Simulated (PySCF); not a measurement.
# Cl2Dy (Dy(Cl)22+): the cost of one run

Program: PySCF 2.14.0. Level of theory: several levels, as the steps say, no spin–orbit coupling. These are calculated values, not measurements.

1 further run of the same task is left out (for a known fault of the program).

## (1) Starting geometry

3 atoms, charge 2, spin multiplicity 1.

Bond lengths: Dy1–Cl2 2.251 Å, Dy1–Cl3 2.251 Å. Angles: Cl2–Dy1–Cl3 101.8°.

Coordinates:

```
Dy    0.0000    0.0000   -0.5739
Cl    1.7466    0.0000    0.8458
Cl   -1.7466    0.0000    0.8458
```

Formal oxidation states: Dy +4. Each metal's 8 4f electrons lie in its core potential, so multiplicities, spins and levels count the valence alone. An earlier session relaxed this geometry at PBE0, Dy lcecp-2-SVP with ECP54, Cl def2-SVP (singlet, point group C2v).

At PBE0 on the finer grid: E = -963.145470 Eh, frontier levels not given, since the 4f levels lie in the core, Mulliken charge on Dy1 +1.64 e, largest force component 0.007 eV/Å. 

Levels to run: TPSS; TPSSh; PBE0, TZVP. Hardware: 2 threads of Intel Xeon Platinum 8488C (Sapphire Rapids), shared host.

## (2) TPSS

Input file run.py (the lines that set the calculation):

```python
mol = gto.M(atom='''
Dy     0.00000     0.00000    -0.57395
Cl     1.74663     0.00000     0.84579
Cl    -1.74663     0.00000     0.84579''',
    basis={'Dy': 'lcecp-2-SVP', 'Cl': 'def2-SVP'},
    ecp={'Dy': 'lcecp-2-SVP'},
    charge=2, spin=0)
mf = dft.RKS(mol, xc='TPSS')
mf.grids.atom_grid = (75, 302)  # f atoms: unpruned, at least (60, 302)
mf = mf.density_fit()  # fitting sets: Dy AutoAux, Cl def2-universal-JKFIT
mf.conv_tol = 1e-08; mf.max_cycle = 55
mf.kernel(dm0)  # dm0: the density of the relaxed state
```

Run with:

```
> OMP_NUM_THREADS=2 python run.py
```

**Question.** How long does this run take on 2 threads of Intel Xeon Platinum 8488C (Sapphire Rapids), shared host?

About 5.7 s.
